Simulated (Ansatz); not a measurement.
# LiTaSe2, space group P-3m1: relaxations under a series of pressures

Computed with Ansatz's Python interface.

Run as a notebook:

**Cell 1**
```python
import ansatz as az
import numpy as np
```

**Cell 2**
```python
K_LENGTH = 22
OCCUPATIONS = 'Marzari-Vanderbilt'
```

**Cell 3**
```python
def edges_and_angles(cell):
    cell = np.asarray(cell)
    a, b, c = np.linalg.norm(cell, axis=1)
    cosines = cell[1] @ cell[2] / (b * c), cell[0] @ cell[2] / (a * c), cell[0] @ cell[1] / (a * b)
    return (a, b, c, *np.degrees(np.arccos(cosines)))
```

**Cell 4**
```python
vectors = np.array([
    [3.547336, 0.0, 0.0],
    [-1.773668, 3.072083, 0.0],
    [0.0, 0.0, 6.837198],
])
structure = (
    az.Lattice.of(vectors)
    .atom('Li', (0.0, 0.0, 0.5))
    .atom('Ta', (0.0, 0.0, 0.0))
    .atom('Se', (1 / 3, 2 / 3, 0.245181))
    .atom('Se', (2 / 3, 1 / 3, 0.754819))
)
```

**Cell 5**
```python
structure.resolved().tree()['lattice']
```
Output:
```text
((3.547336, 0.0, 0.0), (-1.773668, 3.072083, 0.0), (0.0, 0.0, 6.837198))
```

**Cell 6**
```python
model = (
    structure.calculation()
    .kpoints(length=K_LENGTH)
    .functional(az.Functional.PBESOL)
    .occupations(OCCUPATIONS)
)

# H = F + PV, with 1 GPa A^3 = 1/160.21766 eV
rows = []
for pressure in [0, 10, 20, 30, 40]:
    done = model.relax(cell=True, pressure=pressure).run()
    cell = done.lattice.cell_ang
    n_atoms = len(done.lattice.sites)
    volume = abs(np.linalg.det(cell)) / n_atoms
    enthalpy = done.report['free_energy_ev'] / n_atoms + pressure * volume / 160.21766
    rows.append((pressure, volume, enthalpy, *edges_and_angles(cell)))
    print(f'{pressure} GPa done: {volume:.4f} A^3/atom')
```
Output:
```text
DeckWarning: basis.ecutwfc = 420 eV, auto-derived from the records' recommended cutoffs: set by Li (normal level)
0 GPa done: 17.6796 A^3/atom
10 GPa done: 15.8443 A^3/atom
20 GPa done: 14.7339 A^3/atom
30 GPa done: 13.9302 A^3/atom
40 GPa done: 13.3005 A^3/atom
```

**Cell 7**
```python
print(' P (GPa)  V (A^3/atom)  H (eV/atom)     a       b       c')
for row in rows:
    print('{:8.1f} {:12.4f} {:14.5f} {:7.4f} {:7.4f} {:7.4f}'.format(*row[:6]))
p, v = np.array([row[0] for row in rows], float), np.array([row[1] for row in rows])
print('mean bulk modulus between rows (GPa):', np.round(-np.diff(p) / np.diff(np.log(v)), 1))
```
Output:
```text
 P (GPa)  V (A^3/atom)  H (eV/atom)     a       b       c
     0.0      17.6796    -5215.38204  3.4693  3.4693  6.7843
    10.0      15.8443    -5214.34228  3.3586  3.3586  6.4877
    20.0      14.7339    -5213.39018  3.2902  3.2902  6.2863
    30.0      13.9302    -5212.49682  3.2348  3.2348  6.1487
    40.0      13.3005    -5211.64779  3.1883  3.1883  6.0433
mean bulk modulus between rows (GPa): [ 91.2 137.6 178.3 216.2]
```

The volume falls from 17.68 Å³ an atom at 0 GPa to 13.30 at 40 GPa, by 24.8 %. Between 0 and 10 GPa, -V dP/dV is about 91 GPa, a mean over that step.

Reading the output:
- Total energies depend on the potentials; only differences at equal settings carry meaning.
- No spin polarisation was allowed.
- At a fixed pressure a relaxation lowers the enthalpy F + PV, while F alone can rise.
- The mesh is modest for a metal, so energies can be off by several to tens of meV an atom and pressures by half a GPa or more; differences at equal mesh fare better.
- Spin-orbit coupling, which matters for elements this heavy, is left out.
- This cell is a computed structure, which may not be the phase found in nature.
- Warnings are shown shortened and without file and line.
- Symmetry holds the cell in this phase, whether or not it is the stable one at each pressure.
- Timing: 68 s on 1 thread of Arm Neoverse V2, with other jobs on the host, peak memory 0.47 GiB.
